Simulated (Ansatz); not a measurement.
# MoS2: the cost of one run

Method: DFT r2SCAN, scalar-relativistic, plane waves, PAW, in Ansatz 0.2.0.

## Step 1: The system as given

The structure is trigonal, space group P-3m1 (No. 164). Conventional cell: a = 3.184 Å, b = 3.184 Å, c = 34.479 Å, α = 90.00°, β = 90.00°, γ = 120.00°. Around Mo (site symmetry 3m) lie 6 S at 2.41 Å. S (site symmetry 3m) has 3 Mo at 2.41 Å in its first shell of neighbours.

As a file:

```
Mo S
1.0
     3.18372    0.00000    0.00000
    -1.59186    2.75718    0.00000
     0.00000    0.00000   34.47924
Mo S
4 8
Cartesian
  1.5919 0.9191 31.2535
  1.5919 0.9191 9.6231
  0.0000 1.8381 24.8562
  0.0000 1.8381 3.2257
  0.0000 1.8381 32.8054
  0.0000 1.8381 11.1743
  1.5919 0.9191 26.4080
  1.5919 0.9191 4.7777
  0.0000 1.8381 29.7015
  0.0000 1.8381 8.0712
  1.5919 0.9191 23.3049
  1.5919 0.9191 1.6738
```

Source of the structure: the Materials Project (structure only).

(A quick probe on a coarse mesh, which set the mesh and smearing, is not shown.)

## Step 3: Full relaxation

The input, input.yaml:

```yaml
crystal:
  lattice:
    - [3.1837189491, 0.0, 0.0]
    - [-1.5918594745, 2.7571814884, 0.0]
    - [0.0, 0.0, 34.47923848]
  atoms:
    - { symbol: Mo, position: [0.66666667, 0.33333333, 0.90644437] }
    - { symbol: Mo, position: [0.66666667, 0.33333333, 0.27909697] }
    - { symbol: Mo, position: [0.33333333, 0.66666667, 0.72090303] }
    - { symbol: Mo, position: [0.33333333, 0.66666667, 0.09355563] }
    - { symbol: S, position: [0.33333333, 0.66666667, 0.9514537] }
    - { symbol: S, position: [0.33333333, 0.66666667, 0.32408825] }
    - { symbol: S, position: [0.66666667, 0.33333333, 0.76591034] }
    - { symbol: S, position: [0.66666667, 0.33333333, 0.13856869] }
    - { symbol: S, position: [0.33333333, 0.66666667, 0.86143131] }
    - { symbol: S, position: [0.33333333, 0.66666667, 0.23408966] }
    - { symbol: S, position: [0.66666667, 0.33333333, 0.67591175] }
    - { symbol: S, position: [0.66666667, 0.33333333, 0.0485463] }
basis:
  ecutwfc: 500
kpoints:
  mp_grid: { grid: [12, 12, 1] }
hamiltonian:
  xc: r2scan
scf:
  occupations: { method: gaussian, width: 0.02 }
output:
  forces: true
  stress: true
  eigenvalues: true
  write_density: true
  write_potential: true
  elf: true
  volumetric_format: npy
relax:
  adjacent_minimum: "off"
  f_tol: 0.005
  max_steps: 80
  cell: { stress_tol: 0.05 }
```

Command:

```
ansatz run input.yaml --threads 2 --pin off --max-ram 5120MiB --backend cpu --events-out ev --progress --plain --runs-dir out
```

Q: Estimate wall time and peak memory on 2 threads of Intel Xeon 6975P-C (Granite Rapids), shared host.

About 86 s, with a peak of 1.4 GiB.
